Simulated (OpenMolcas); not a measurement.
**Ru⁴⁺ among point charges: CASSCF and CASPT2 levels and susceptibility**

How does a field of 5 point charges split the states of Ru⁴⁺, and what χT follows?

Method: state-averaged CASSCF and CASPT2, spin-orbit coupling by RASSI with atomic mean-field integrals. Code: OpenMolcas 26.06.

## (1) The system

- Species: Ru⁴⁺ (ruthenium, Z = 44, 40 electrons)
- Basis: ANO-RCC-VDZP [6s5p3d1f], 43 functions
- Scalar Hamiltonian: DKH2, point nucleus
- Inactive shells: 1s 2s 2p 3s 3p 3d 4s 4p
- Active space: 4 electrons in 5 orbitals (4d)
- Some configurations of this space: 4d4
- Orbitals: optimised for each spin and parity, averaged over all roots

The outer shells:

4d4
```
4d [↑ ][↑ ][↑ ][↑ ][  ]
```

The ion sits among 5 point charges of -2 e arranged as a trigonal bipyramid (D3h), 2.09 Å from the ion, with the axial distance 2.278 Å.

Each step is its own input file, run in one work folder so that later steps find the files of earlier ones. Labels, J, g values, rates, χT and fits are worked out afterwards by a script from the matrices that RASSI stores.

## (2) GATEWAY and SEWARD: basis and integrals

The input, a.inp:

```
&GATEWAY
Coord
1

Ru 0.0 0.0 0.0
Basis=ANO-RCC-VDZP
Group=NoSym
NoMove
AngMom=0.0 0.0 0.0
AMFI
XField
5 Angstrom 0
2.090000 0.000000 0.000000 -2.000000
-1.045000 1.809993 0.000000 -2.000000
-1.045000 -1.809993 0.000000 -2.000000
0.000000 0.000000 2.278100 -2.000000
0.000000 0.000000 -2.278100 -2.000000
&SEWARD
```

## (3) CASSCF: quintets, 5 roots

The input, a.inp:

```
&RASSCF
FileOrb=start.orb
Symmetry=1
Spin=5
nActEl=4 0 0
Inactive=18
Ras2=5
CIRoot=5 5 1
SDav=5
CIMx=300
Iter=120 100
PrWF=0.3
OrbListing=Nothing
MaxOrb=0
>>> COPY $Project.JobIph JOB001
```

start.orb holds the contracted functions of the basis, ordered by shell, or the orbitals of the step before.

## (4) CASSCF: triplets, 45 roots

The input, a.inp:

```
&RASSCF
FileOrb=start.orb
Symmetry=1
Spin=3
nActEl=4 0 0
Inactive=18
Ras2=5
CIRoot=45 45 1
SDav=45
CIMx=300
Iter=120 100
PrWF=0.3
OrbListing=Nothing
MaxOrb=0
>>> COPY $Project.JobIph JOB002
```

## (5) Reference wave functions, singlets, 50 roots

The input, a.inp:

```
&RASSCF
FileOrb=start.orb
Symmetry=1
Spin=1
nActEl=4 0 0
Inactive=18
Ras2=5
CIRoot=50 50 1
SDav=50
CIMx=300
Iter=120 100
PrWF=0.3
OrbListing=Nothing
MaxOrb=0
>>> COPY $Project.JobIph JOB003
```

## (6) RASSI: spin-orbit coupling between the states

The input, a.inp:

```
&RASSI
NrOfJobIphs=3 5 45 50
1 2 3 4 5
1 2 3 4 5 6 7 8 9 10 11 12 13 14 15 16 17 18 19 20 21 22 23 24 25 26 27
28 29 30 31 32 33 34 35 36 37 38 39 40 41 42 43 44 45
1 2 3 4 5 6 7 8 9 10 11 12 13 14 15 16 17 18 19 20 21 22 23 24 25 26 27
28 29 30 31 32 33 34 35 36 37 38 39 40 41 42 43 44 45 46 47 48 49 50
IphNames
JOB001
JOB002
JOB003
EJob
SpinOrbit
DIPRint=1.0
SOCoupling=1000.0
Subsets=2
Property=9
'ANGMOM' 1 'ANGMOM' 2 'ANGMOM' 3 'MLTPL  1' 1 'MLTPL  1' 2 'MLTPL  1' 3
'AMFI' 1 'AMFI' 2 'AMFI' 3
SOProperty=3
'ANGMOM' 1 'ANGMOM' 2 'ANGMOM' 3
```

## (7) CASPT2: IPEA 0.25, imaginary shift 0.1 (closed shells correlated: 4s 4p)

The input, a.inp:

```
>>> COPY JOB001 $Project.JobIph
&CASPT2
Multistate=5 1 2 3 4 5
NoMult
Frozen=14
IPEA=0.25
Imaginary=0.1
MaxIter=60
WThr=0.0 0.3 0.05
PrWF=0.5
NoMix
>>> COPY JOB002 $Project.JobIph
&CASPT2
Multistate=45 1 2 3 4 5 6 7 8 9 10 11 12 13 14 15 16 17 18 19 20 21 22
23 24 25 26 27 28 29 30 31 32 33 34 35 36 37 38 39 40 41 42 43 44 45
NoMult
Frozen=14
IPEA=0.25
Imaginary=0.1
MaxIter=60
WThr=0.0 0.3 0.05
PrWF=0.5
NoMix
>>> COPY JOB003 $Project.JobIph
&CASPT2
Multistate=50 1 2 3 4 5 6 7 8 9 10 11 12 13 14 15 16 17 18 19 20 21 22
23 24 25 26 27 28 29 30 31 32 33 34 35 36 37 38 39 40 41 42 43 44 45 46
47 48 49 50
NoMult
Frozen=14
IPEA=0.25
Imaginary=0.1
MaxIter=60
WThr=0.0 0.3 0.05
PrWF=0.5
NoMix
```

(Steps that only read results are left out.)

Q: Predict the outcome of this session. Wanted: spin-free ground state; first state of the same spin within the active space; lowest level; next level.

**Answer**, as computed:

| quantity | value |
| --- | --- |
| method | SS-CASPT2, IPEA 0.25, imaginary shift 0.1 (closed shells correlated: 4s 4p) |
| spin-free ground state | 5A1, 1-fold in its orbital part |
| first state of the same spin within the active space | 5E at 2810 cm⁻¹ |
| lowest level | 1-fold A1 |
| next level | 168.0 cm⁻¹ |
| χT at 300 K | 1.77 cm³ K/mol |
| effective moment at 300 K | 3.77 μB |

Cost by method:

| method | time of its own steps | time with the reference |
| --- | --- | --- |
| A. CASSCF | 22 s | 22 s |
| B. SS-CASPT2, IPEA 0.25, imaginary shift 0.1, +4s 4p | 8.4 s | 31 s |

Times are of one thread on a shared host.

In words: The spin-free ground state (5A1) comes to 100 % from free-ion D terms and keeps the highest spin of the shell. χT at 300 K is 1.77, against 3.01 cm³ K/mol for the spin alone, so spin-orbit coupling lowers it. An active space of the d shell alone favours high spin; real ions in strong fields can be low spin. CASPT2 does not keep the components of a term degenerate, and the means are used. The field of point charges can differ much from that of real complexes. With metal d orbitals alone active, the gaps between spin states are rough; where two lie within a few thousand cm-1, their order is open. This is an electrostatic model: the charges have no orbitals.
